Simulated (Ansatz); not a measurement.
# SnSe: shifting one sublattice

The task, for SnSe: map the energy as every Se atom is pushed off its site.

Method: DFT r2SCAN, scalar-relativistic, plane waves, PAW, in Ansatz 0.2.0.

### 1 Starting point

The structure is cubic, space group Fm-3m (No. 225). The conventional cell has a = 6.020 Å, b = 6.020 Å, c = 6.020 Å, α = 90.00°, β = 90.00°, γ = 90.00°. Sn (site symmetry m-3m) has 6 Se at 3.01 Å as nearest neighbours. Se (site symmetry m-3m) is surrounded by 6 Sn at 3.01 Å.

Structure file:

```cif
data_structure
_symmetry_space_group_name_H-M 'Fm-3m'
_symmetry_Int_Tables_number 225
_cell_length_a 6.0200
_cell_length_b 6.0200
_cell_length_c 6.0200
_cell_angle_alpha 90.000
_cell_angle_beta 90.000
_cell_angle_gamma 90.000
_cell_volume 218.17
loop_
_atom_site_label
_atom_site_type_symbol
_atom_site_symmetry_multiplicity
_atom_site_Wyckoff_symbol
_atom_site_fract_x
_atom_site_fract_y
_atom_site_fract_z
_atom_site_occupancy
Sn1 Sn 4 a 0.00000 0.00000 0.00000 1
Se1 Se 4 b 0.50000 0.00000 0.00000 1
```

The cell is taken as given, not relaxed at this level.

### 2 Zero of energy

The reference gives a free energy of -11517.5855 eV, pressure -0.03 GPa, largest force 0.000 eV/Å and gap on the mesh 0.46 eV. It was computed beforehand with the settings of the runs below.

### 3 Setting up shifting one sublattice

Every Se atom is moved by x along the Cartesian unit vector (0.000, 0.000, -1.000); the cell and all other atoms stay fixed. Forces below are components along that vector, summed over the moved atoms.

### 4 At x = -0.300 Å

input.yaml

```yaml
crystal:
  lattice:
    - [0.0, 3.01, 3.01]
    - [3.01, 0.0, 3.01]
    - [3.01, 3.01, 0.0]
  atoms:
    - { symbol: Sn, position: [0.0, 0.0, 0.0] }
    - { symbol: Se, position: [0.549833887, 0.549833887, 0.450166113] }
basis:
  ecutwfc: 500
kpoints:
  mp_grid: { grid: [10, 10, 10] }
hamiltonian:
  xc: r2scan
scf:
  occupations: { method: gaussian, width: 0.05 }
output:
  forces: true
  stress: true
  eigenvalues: true
```

Started as:

```
$ ansatz run input.yaml --threads 1 --pin off --max-ram 2560MiB --backend cpu --events-out ev --progress --plain --runs-dir out
```

The log of the run, cut to the lines that bear on the results:

```text
Warning: RAYON_NUM_THREADS=1 ignored (pool sized by the plan → 1); use --threads N
[...]
Pseudopotentials: kind: paw
Pseudopotential: Sn, paw, valence charge 14, recommended cutoff 500 eV (meta_gga), Sn.paw.azcp
Pseudopotential: Se, paw, valence charge 16, recommended cutoff 500 eV (meta_gga), Se.paw.azcp
Functional definition: r2SCAN
[...]
Crystal: 2 atoms, lattice volume = 54.542 Å³
Basis set: ecut = 500 eV, 1411 PW (Γ), exchange–correlation on 128×128×128 points (64 copies of the dense FFT grid, shifted against one another)
Bands: 19, of which v1, the nominal top of the filled ones, is band 15 counted from 1 (14 counted from 0)
Symmetry: 8 space group operations
Space group: I4mm (ITA 107), of the structure as read, at distance tolerance 3.8e-5 Å
k-points: 102 of 1000 (time reversal used)
[...]
SCF iter   1: F=—  HF=-11517.564914 eV  |F-HF|=—  |Δ(HF+E_count)|=         —  Δρ=4.35e-3  dr2=1.18e-2  dr2_τ=2.45e-3  ethr=1.77e-3  ⟨swp⟩=5.9  Hψ=9483  notcnv=0
[...]
SCF iter   6: F=-11517.573184 eV  HF=-11517.573184 eV  |F-HF|=2.95e-9  |Δ(HF+E_count)|=   2.10e-8  Δρ=8.56e-6  dr2=4.10e-8  dr2_τ=1.38e-9  ethr=3.33e-10  ⟨swp⟩=7.0  Hψ=9229  notcnv=0
[...]
SCF converged after 6 iterations
Free energy (F): -11517.573184 eV
[...]
E sigma→0 (E₀):  -11517.573184 eV
Fermi energy:    9.374849 eV
[...]
--- Forces (eV/Å), atoms counted from 1 ---
  atom   1  Sn     0.00000000     0.00000000     0.27658230
  atom   2  Se     0.00000000     0.00000000    -0.27662084
[...]
--- Stress (GPa, compression-positive) ---
        0.569833       0.000000       0.000000
        0.000000       0.569833       0.000000
        0.000000       0.000000       3.144374
  P = ⅓ Tr σ = 1.4280 GPa (14.280 kbar)
--- Band table (eV; the first three rows and the last of 102) ---
  k-point 0: bands = ["-39.6501", "-39.6422", "-39.6422", "-39.6350", "-39.6322", "-13.3609", "-13.3566", "-13.3454", "-13.3406", "-13.3406", "-5.6289", "4.0091", "6.3495", "6.6148", "6.6148", "12.9649", "12.9649", "13.7554", "15.2932"]
[...]
```

Wall time 24 s (1 thread of AMD EPYC 7R43 (Zen 3), shared host); peak memory 0.6 GiB.

### 5 Point x = 0.225 Å

Edit input.yaml of step 4 so:

```diff
@@ -7,3 +7,3 @@
     - { symbol: Sn, position: [0.0, 0.0, 0.0] }
-    - { symbol: Se, position: [0.549833887, 0.549833887, 0.450166113] }
+    - { symbol: Se, position: [0.4626245847, 0.4626245847, 0.5373754153] }
 basis:
```

Started as:

```
$ ansatz run input.yaml --threads 1 --pin off --max-ram 2560MiB --backend cpu --events-out ev --progress --plain --runs-dir out
```

The log of the run, cut to the lines that bear on the results:

```text
Warning: RAYON_NUM_THREADS=1 ignored (pool sized by the plan → 1); use --threads N
[...]
[... 4 set-up lines as earlier in the session ...]
[...]
Crystal: 2 atoms, lattice volume = 54.542 Å³
Basis set: ecut = 500 eV, 1411 PW (Γ), exchange–correlation on 128×128×128 points (64 copies of the dense FFT grid, shifted against one another)
Bands: 19, of which v1, the nominal top of the filled ones, is band 15 counted from 1 (14 counted from 0)
[... 2 set-up lines as earlier in the session ...]
k-points: 102 of 1000 (time reversal used)
[...]
SCF iter   1: F=—  HF=-11517.578514 eV  |F-HF|=—  |Δ(HF+E_count)|=         —  Δρ=4.43e-3  dr2=1.31e-2  dr2_τ=2.26e-3  ethr=1.77e-3  ⟨swp⟩=5.9  Hψ=9440  notcnv=0
[...]
SCF iter   6: F=-11517.585976 eV  HF=-11517.585976 eV  |F-HF|=5.89e-10  |Δ(HF+E_count)|=   2.83e-8  Δρ=8.83e-6  dr2=4.07e-8  dr2_τ=1.25e-9  ethr=3.33e-10  ⟨swp⟩=7.0  Hψ=9102  notcnv=0
[...]
SCF converged after 6 iterations
Free energy (F): -11517.585976 eV
[...]
E sigma→0 (E₀):  -11517.585976 eV
Fermi energy:    9.398535 eV
[...]
--- Forces (eV/Å), atoms counted from 1 ---
  atom   1  Sn     0.00000000     0.00000000    -0.08332333
  atom   2  Se    -0.00000000     0.00000000     0.08336933
[...]
--- Stress (GPa, compression-positive) ---
        0.336850       0.000000       0.000000
        0.000000       0.336850       0.000000
        0.000000      -0.000000       1.643373
  P = ⅓ Tr σ = 0.7724 GPa (7.724 kbar)
--- Band table (eV; the first three rows and the last of 102) ---
  k-point 0: bands = ["-39.6219", "-39.6159", "-39.6159", "-39.6128", "-39.6098", "-13.3786", "-13.3745", "-13.3664", "-13.3662", "-13.3662", "-5.5785", "3.9881", "6.4413", "6.5944", "6.5944", "13.1902", "13.1902", "13.6685", "15.2746"]
[...]
```

Run time: 23 s. Hardware: 1 thread of AMD EPYC 7R43 (Zen 3), shared host; peak memory 0.59 GiB.

### 6 Point x = -0.150 Å

Edit input.yaml of step 5 so:

```diff
@@ -7,3 +7,3 @@
     - { symbol: Sn, position: [0.0, 0.0, 0.0] }
-    - { symbol: Se, position: [0.4626245847, 0.4626245847, 0.5373754153] }
+    - { symbol: Se, position: [0.5249169435, 0.5249169435, 0.4750830565] }
 basis:
```

Started as:

```
$ ansatz run input.yaml --threads 1 --pin off --max-ram 2560MiB --backend cpu --events-out ev --progress --plain --runs-dir out
```

The log of the run, cut to the lines that bear on the results:

```text
Warning: RAYON_NUM_THREADS=1 ignored (pool sized by the plan → 1); use --threads N
[...]
[... 4 set-up lines as earlier in the session ...]
[...]
Crystal: 2 atoms, lattice volume = 54.542 Å³
Basis set: ecut = 500 eV, 1411 PW (Γ), exchange–correlation on 128×128×128 points (64 copies of the dense FFT grid, shifted against one another)
Bands: 19, of which v1, the nominal top of the filled ones, is band 15 counted from 1 (14 counted from 0)
[... 2 set-up lines as earlier in the session ...]
k-points: 102 of 1000 (time reversal used)
[...]
SCF iter   1: F=—  HF=-11517.581438 eV  |F-HF|=—  |Δ(HF+E_count)|=         —  Δρ=4.51e-3  dr2=1.43e-2  dr2_τ=2.16e-3  ethr=1.77e-3  ⟨swp⟩=5.9  Hψ=9418  notcnv=0
[...]
SCF iter   6: F=-11517.588224 eV  HF=-11517.588224 eV  |F-HF|=2.66e-9  |Δ(HF+E_count)|=   3.07e-8  Δρ=8.46e-6  dr2=3.76e-8  dr2_τ=9.54e-10  ethr=3.33e-10  ⟨swp⟩=7.0  Hψ=8759  notcnv=0
[...]
SCF converged after 6 iterations
Free energy (F): -11517.588224 eV
[...]
E sigma→0 (E₀):  -11517.588224 eV
Fermi energy:    9.421189 eV
[...]
--- Forces (eV/Å), atoms counted from 1 ---
  atom   1  Sn     0.00000000    -0.00000000    -0.00847179
  atom   2  Se     0.00000000     0.00000000     0.00843657
[...]
--- Stress (GPa, compression-positive) ---
        0.145748       0.000000       0.000000
        0.000000       0.145748      -0.000000
        0.000000       0.000000       0.674491
  P = ⅓ Tr σ = 0.3220 GPa (3.220 kbar)
--- Band table (eV; the first three rows and the last of 102) ---
  k-point 0: bands = ["-39.5996", "-39.5953", "-39.5951", "-39.5951", "-39.5922", "-13.3952", "-13.3914", "-13.3894", "-13.3894", "-13.3871", "-5.5425", "3.9718", "6.5099", "6.5793", "6.5793", "13.3804", "13.3804", "13.6086", "15.2608"]
[...]
```

Wall time 24 s (1 thread of AMD EPYC 7R43 (Zen 3), shared host); peak memory 0.59 GiB.

### 7 At x = 0.075 Å

Edit input.yaml of step 6 so:

```diff
@@ -7,3 +7,3 @@
     - { symbol: Sn, position: [0.0, 0.0, 0.0] }
-    - { symbol: Se, position: [0.5249169435, 0.5249169435, 0.4750830565] }
+    - { symbol: Se, position: [0.4875415282, 0.4875415282, 0.5124584718] }
 basis:
```

Started as:

```
$ ansatz run input.yaml --threads 1 --pin off --max-ram 2560MiB --backend cpu --events-out ev --progress --plain --runs-dir out
```

The log of the run, cut to the lines that bear on the results:

```text
[...]
SCF converged after 6 iterations
Free energy (F): -11517.586599 eV
[...]
E sigma→0 (E₀):  -11517.586599 eV
Fermi energy:    9.433809 eV
[...]
--- Forces (eV/Å), atoms counted from 1 ---
  atom   1  Sn     0.00000000     0.00000000     0.02486180
  atom   2  Se     0.00000000     0.00000000    -0.02484425
[...]
--- Stress (GPa, compression-positive) ---
        0.015608       0.000000       0.000000
        0.000000       0.015608       0.000000
        0.000000       0.000000       0.139032
  P = ⅓ Tr σ = 0.0567 GPa (0.567 kbar)
--- Band table (eV; the first three rows and the last of 102) ---
  k-point 0: bands = ["-39.5851", "-39.5839", "-39.5816", "-39.5816", "-39.5808", "-13.4074", "-13.4058", "-13.4058", "-13.4036", "-13.4024", "-5.5208", "3.9614", "6.5524", "6.5699", "6.5699", "13.5133", "13.5133", "13.5736", "15.2522"]
[...]
```

Run time: 23 s. Hardware: 1 thread of AMD EPYC 7R43 (Zen 3), shared host; peak memory 0.57 GiB.

### 8 x = 0.263 Å

Edit input.yaml of step 7 so:

```diff
@@ -7,3 +7,3 @@
     - { symbol: Sn, position: [0.0, 0.0, 0.0] }
-    - { symbol: Se, position: [0.4875415282, 0.4875415282, 0.5124584718] }
+    - { symbol: Se, position: [0.4563953488, 0.4563953488, 0.5436046512] }
 basis:
```

Started as:

```
$ ansatz run input.yaml --threads 1 --pin off --max-ram 2560MiB --backend cpu --events-out ev --progress --plain --runs-dir out
```

The log of the run, cut to the lines that bear on the results:

```text
[...]
SCF converged after 6 iterations
Free energy (F): -11517.581388 eV
[...]
E sigma→0 (E₀):  -11517.581388 eV
Fermi energy:    9.386419 eV
[...]
--- Forces (eV/Å), atoms counted from 1 ---
  atom   1  Sn     0.00000000     0.00000000    -0.16584201
  atom   2  Se     0.00000000     0.00000000     0.16588570
[...]
--- Stress (GPa, compression-positive) ---
        0.448918       0.000000       0.000000
        0.000000       0.448918       0.000000
        0.000000       0.000000       2.320330
  P = ⅓ Tr σ = 1.0727 GPa (10.727 kbar)
--- Band table (eV; the first three rows and the last of 102) ---
  k-point 0: bands = ["-39.6354", "-39.6285", "-39.6285", "-39.6234", "-39.6205", "-13.3697", "-13.3655", "-13.3556", "-13.3534", "-13.3534", "-5.6019", "3.9981", "6.3981", "6.6040", "6.6040", "13.0809", "13.0809", "13.7084", "15.2834"]
[...]
```

Wall time 24 s (1 thread of AMD EPYC 7R43 (Zen 3), shared host); peak memory 0.6 GiB.

### 9 Point x = 0.188 Å

Edit input.yaml of step 8 so:

```diff
@@ -7,3 +7,3 @@
     - { symbol: Sn, position: [0.0, 0.0, 0.0] }
-    - { symbol: Se, position: [0.4563953488, 0.4563953488, 0.5436046512] }
+    - { symbol: Se, position: [0.4688538206, 0.4688538206, 0.5311461794] }
 basis:
```

Started as:

```
$ ansatz run input.yaml --threads 1 --pin off --max-ram 2560MiB --backend cpu --events-out ev --progress --plain --runs-dir out
```

The log of the run, cut to the lines that bear on the results:

```text
[...]
SCF converged after 6 iterations
Free energy (F): -11517.587956 eV
[...]
E sigma→0 (E₀):  -11517.587956 eV
Fermi energy:    9.410428 eV
[...]
--- Forces (eV/Å), atoms counted from 1 ---
  atom   1  Sn     0.00000000     0.00000000    -0.02622432
  atom   2  Se    -0.00000000     0.00000000     0.02626386
[...]
--- Stress (GPa, compression-positive) ---
        0.235099       0.000000       0.000000
        0.000000       0.235099       0.000000
        0.000000       0.000000       1.099153
  P = ⅓ Tr σ = 0.5231 GPa (5.231 kbar)
--- Band table (eV; the first three rows and the last of 102) ---
  k-point 0: bands = ["-39.6099", "-39.6047", "-39.6047", "-39.6033", "-39.6003", "-13.3872", "-13.3833", "-13.3783", "-13.3783", "-13.3771", "-5.5587", "3.9793", "6.4787", "6.5861", "6.5861", "13.2909", "13.2909", "13.6354", "15.2671"]
[...]
```

Run time: 22 s. Hardware: 1 thread of AMD EPYC 7R43 (Zen 3), shared host; peak memory 0.6 GiB.

### 10 x = 0.113 Å

Edit input.yaml of step 9 so:

```diff
@@ -7,3 +7,3 @@
     - { symbol: Sn, position: [0.0, 0.0, 0.0] }
-    - { symbol: Se, position: [0.4688538206, 0.4688538206, 0.5311461794] }
+    - { symbol: Se, position: [0.4813122924, 0.4813122924, 0.5186877076] }
 basis:
@@ -20 +20,5 @@
   eigenvalues: true
+  write_density: true
+  write_potential: true
+  elf: true
+  volumetric_format: npy
```

Started as:

```
$ ansatz run input.yaml --threads 1 --pin off --max-ram 2560MiB --backend cpu --events-out ev --progress --plain --runs-dir out
```

The log of the run, cut to the lines that bear on the results:

```text
[...]
SCF converged after 6 iterations
Free energy (F): -11517.587558 eV
[...]
E sigma→0 (E₀):  -11517.587558 eV
Fermi energy:    9.429591 eV
[...]
--- Forces (eV/Å), atoms counted from 1 ---
  atom   1  Sn     0.00000000     0.00000000     0.02417719
  atom   2  Se    -0.00000000    -0.00000000    -0.02414864
[...]
--- Stress (GPa, compression-positive) ---
        0.071591       0.000000       0.000000
        0.000000       0.071591       0.000000
        0.000000       0.000000       0.357743
  P = ⅓ Tr σ = 0.1670 GPa (1.670 kbar)
--- Band table (eV; the first three rows and the last of 102) ---
  k-point 0: bands = ["-39.5912", "-39.5887", "-39.5873", "-39.5873", "-39.5856", "-13.4021", "-13.3987", "-13.3987", "-13.3983", "-13.3957", "-5.5298", "3.9658", "6.5345", "6.5738", "6.5738", "13.4557", "13.4557", "13.5881", "15.2558"]
[...]
```

Wall time 30 s (1 thread of AMD EPYC 7R43 (Zen 3), shared host); peak memory 0.63 GiB.

Axes a, b and c in the maps are those of this run's conventional cell (a, b, c = 4.257, 4.257, 6.020 Å).

Density in a lattice plane of the grid's cell (edges 4.26 and 6.02 Å, at 0.000 of the third edge), which holds Sn and Se.

Ten even steps from ' ' (0.02 e/Å³) to '@' (40.28 e/Å³):
```
::..                          ..
                                
                                
                                
                                
                                
                                
....                          ..
##==..                      ..==
@@++..                      ..++
::..                          ..
                                
                                
                                
                                
                                
                                
                                
::..                          ..
==::..                      ..::
```
Columns run along the first of these edges and rows up along the second, over one cell in 16 and 20 even steps from the bottom left corner. Atoms in the plane (fractional): Sn at (0.00, 0.00), Se at (0.00, 0.52).

ELF in the same plane.

Values, 12 rows by 8 columns:
```
0.09 0.28 0.31 0.12 0.04 0.12 0.31 0.28
0.30 0.29 0.22 0.06 0.02 0.06 0.22 0.29
0.53 0.44 0.20 0.04 0.01 0.04 0.20 0.44
0.79 0.76 0.57 0.14 0.03 0.14 0.57 0.76
0.41 0.72 0.72 0.27 0.04 0.27 0.72 0.72
0.12 0.62 0.75 0.31 0.05 0.31 0.75 0.63
0.70 0.78 0.70 0.23 0.04 0.23 0.70 0.78
0.72 0.66 0.41 0.08 0.02 0.08 0.41 0.66
0.32 0.24 0.10 0.03 0.01 0.03 0.10 0.24
0.36 0.35 0.27 0.06 0.03 0.06 0.27 0.35
0.09 0.29 0.33 0.13 0.04 0.13 0.34 0.29
0.00 0.11 0.33 0.16 0.05 0.16 0.33 0.11
```
Columns run along the first of these edges and rows up along the second, over one cell in 8 and 12 even steps from the bottom left corner. Atoms in the plane (fractional): Sn at (0.00, 0.00), Se at (0.00, 0.52).

Both are smooth fields of the valence electrons: close to the nuclei they are not physical.

The highest ELF values outside the cores: 0.80 in the shell around Se, 0.8 Å from Se.

### 11 Point x = 0.037 Å

input.yaml

```yaml
crystal:
  lattice:
    - [0.0, 3.01, 3.01]
    - [3.01, 0.0, 3.01]
    - [3.01, 3.01, 0.0]
  atoms:
    - { symbol: Sn, position: [0.0, 0.0, 0.0] }
    - { symbol: Se, position: [0.4937707641, 0.4937707641, 0.5062292359] }
basis:
  ecutwfc: 500
kpoints:
  mp_grid: { grid: [10, 10, 10] }
hamiltonian:
  xc: r2scan
scf:
  occupations: { method: gaussian, width: 0.05 }
output:
  forces: true
  stress: true
  eigenvalues: true
```

Started as:

```
$ ansatz run input.yaml --threads 1 --pin off --max-ram 2560MiB --backend cpu --events-out ev --progress --plain --runs-dir out
```

The log of the run, cut to the lines that bear on the results:

```text
Warning: RAYON_NUM_THREADS=1 ignored (pool sized by the plan → 1); use --threads N
[...]
[... 4 set-up lines as earlier in the session ...]
[...]
Crystal: 2 atoms, lattice volume = 54.542 Å³
Basis set: ecut = 500 eV, 1411 PW (Γ), exchange–correlation on 128×128×128 points (64 copies of the dense FFT grid, shifted against one another)
Bands: 19, of which v1, the nominal top of the filled ones, is band 15 counted from 1 (14 counted from 0)
[... 2 set-up lines as earlier in the session ...]
k-points: 102 of 1000 (time reversal used)
[...]
SCF iter   1: F=—  HF=-11517.579670 eV  |F-HF|=—  |Δ(HF+E_count)|=         —  Δρ=4.57e-3  dr2=1.53e-2  dr2_τ=2.10e-3  ethr=1.77e-3  ⟨swp⟩=5.9  Hψ=9378  notcnv=0
[...]
SCF iter   6: F=-11517.585824 eV  HF=-11517.585824 eV  |F-HF|=1.35e-9  |Δ(HF+E_count)|=   1.48e-8  Δρ=7.27e-6  dr2=3.06e-8  dr2_τ=4.52e-10  ethr=3.33e-10  ⟨swp⟩=6.9  Hψ=8446  notcnv=0
[...]
SCF converged after 6 iterations
Free energy (F): -11517.585824 eV
[...]
E sigma→0 (E₀):  -11517.585824 eV
Fermi energy:    9.435417 eV
[...]
--- Forces (eV/Å), atoms counted from 1 ---
  atom   1  Sn     0.00000000     0.00000000     0.01511081
  atom   2  Se     0.00000000     0.00000000    -0.01509996
[...]
--- Stress (GPa, compression-positive) ---
       -0.019363       0.000000       0.000000
        0.000000      -0.019363       0.000000
        0.000000       0.000000       0.010911
  P = ⅓ Tr σ = -0.0093 GPa (-0.093 kbar)
--- Band table (eV; the first three rows and the last of 102) ---
  k-point 0: bands = ["-39.5813", "-39.5810", "-39.5781", "-39.5781", "-39.5779", "-13.4107", "-13.4103", "-13.4103", "-13.4070", "-13.4067", "-5.5153", "3.9587", "6.5632", "6.5676", "6.5676", "13.5496", "13.5496", "13.5649", "15.2500"]
[...]
```

Wall time 23 s (1 thread of AMD EPYC 7R43 (Zen 3), shared host); peak memory 0.59 GiB.

### 12 The scan collected

All points in order; energies are free energies above the reference cell:

| x (Å) | ΔE (meV/cell) | force on the moved atoms (eV/Å) | pressure (GPa) | gap on the mesh (eV) |
| --- | --- | --- | --- | --- |
| -0.300 | 12.3 | 0.277 | 1.4 | 0.79 |
| -0.150 | -2.7 | -0.008 | 0.3 | 0.56 |
| 0.000 | 0.0 | 0.000 | 0.0 | 0.46 |
| 0.037 | -0.3 | 0.015 | 0.0 | 0.46 |
| 0.075 | -1.1 | 0.025 | 0.1 | 0.48 |
| 0.113 | -2.0 | 0.024 | 0.2 | 0.52 |
| 0.188 | -2.4 | -0.026 | 0.5 | 0.60 |
| 0.225 | -0.4 | -0.083 | 0.8 | 0.66 |
| 0.263 | 4.1 | -0.166 | 1.1 | 0.72 |

Not run, since symmetry makes them alike: 0.300 repeats -0.300, -0.225 repeats 0.225, 0.150 repeats -0.150, -0.075 repeats 0.075. Energy, pressure and gap are the same there.

### 13 Results

| quantity | value |
| --- | --- |
| force constant along x, from the points at -0.150, 0 and 0.037 Å | -0.33 eV/Å² |

In words: The restoring force grows by -0.33 eV/Å per Å near the site, so the site is no minimum along this line. The step of 0.15 Å is wide, so anharmonic terms mix in. The undisturbed cell is not the lowest point: the energy is 2.7 meV/cell lower at x = -0.150; the cell was taken as given and not relaxed at this level. The gap on the mesh stays between 0.46 and 0.79 eV.

Spin-orbit coupling is left out, though the cell holds Sn; it can move the gap.
